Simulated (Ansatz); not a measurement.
# SnH₃S₃ radical: a ladder of functionals and wavefunction methods

An exercise on one series of results from a longer session: the logs are not shown, and one member is left open.

Method: functionals in def2-TZVPP, the program's frozen cores in correlated methods; program: Ansatz 0.2.0, Gaussian basis.

Levels to be run: PBE-D4, r2SCAN-D4, PBE0-D4, B3LYP-D4, ωB97X-V, ωB97M-V, B2PLYP; CCSD(T)/def2-TZVPP; MP2/def2-QZVPP; extrapolation to the limit.

### The geometry

An earlier PBE0-D4 in a triple-zeta def2 set relaxation fixed the geometry. Sn takes the def2 core potential; no spin-orbit term is included.

SMILES `[SH][Sn]([SH])[SH]`, 7 atoms, charge 0, spin multiplicity 2.

Atoms are counted from 1 here; the program's logs count them from 0.

Bond lengths: S1–Sn2 2.434 Å, S1–H5 1.345 Å, Sn2–S3 2.434 Å, Sn2–S4 2.433 Å, S3–H6 1.345 Å, S4–H7 1.345 Å. Angles: Sn2–S1–H5 91.2°, S1–Sn2–S3 107.1°, S1–Sn2–S4 107.1°, S3–Sn2–S4 107.1°, Sn2–S3–H6 91.2°, Sn2–S4–H7 91.2°.

Set-up of the first run:

Input file in.yaml:

```yaml
crystal:
  periodic: [false, false, false]
  atoms:
    - {symbol: S, position_ang: [-1.641052, 1.283770, -0.884325]}
    - {symbol: Sn, position_ang: [0.064561, -0.451709, -0.920446]}
    - {symbol: S, position_ang: [-0.499610, -2.046278, 0.829260]}
    - {symbol: S, position_ang: [2.165356, 0.596729, -0.280714]}
    - {symbol: H, position_ang: [-2.339008, 0.617707, 0.052371]}
    - {symbol: H, position_ang: [0.664540, -1.809684, 1.459331]}
    - {symbol: H, position_ang: [1.585214, 1.809465, -0.255477]}
basis:
  gaussian: {orbitals: def2-TZVPP}
magnetization: {spin_polarized: true, initial_magnetization: 1}
hamiltonian: {xc: pbe, dispersion: d4}
output: {forces: true, orbitals: {seedname: orbitals}}
```

Launch:

```bash
$ ansatz run in.yaml --threads 2 --pin off --events-out ev --progress --plain --max-ram 32768MiB --backend cpu
```

Steps of the session up to this table: PBE-D4 (GGA); r2SCAN-D4 (meta-GGA); PBE0-D4 (hybrid); B3LYP-D4 (hybrid); ωB97X-V (range-separated); ωB97M-V (range-separated); B2PLYP (double hybrid); CCSD(T) in def2-TZVPP; MP2 in def2-QZVPP.

One table of the session follows, with a row left open; its other results are not shown here.

```
            method  atomisation energy (kcal/mol)
            PBE-D4                          454.9
         r2SCAN-D4                          449.4
           PBE0-D4                          443.4
          B3LYP-D4                          440.7
           ωB97X-V                          447.3
           ωB97M-V                          446.1
            B2PLYP                          430.2
     HF/def2-TZVPP                              ?
    MP2/def2-TZVPP                          427.0
   CCSD/def2-TZVPP                          412.9
CCSD(T)/def2-TZVPP                          424.7
           MP2/CBS                          447.5
       CCSD(T)/CBS                          445.1
```

Q: Estimate the row for HF/def2-TZVPP from the others.

The run gave: atomisation energy (kcal/mol): 288.6. In the column «atomisation energy (kcal/mol)» it is the lowest.

To keep in mind: Free atoms (3 S, 1 Sn, 3 H) were run apart at each level; the atomisation energy is their sum less the molecule, without zero-point or spin-orbit terms.
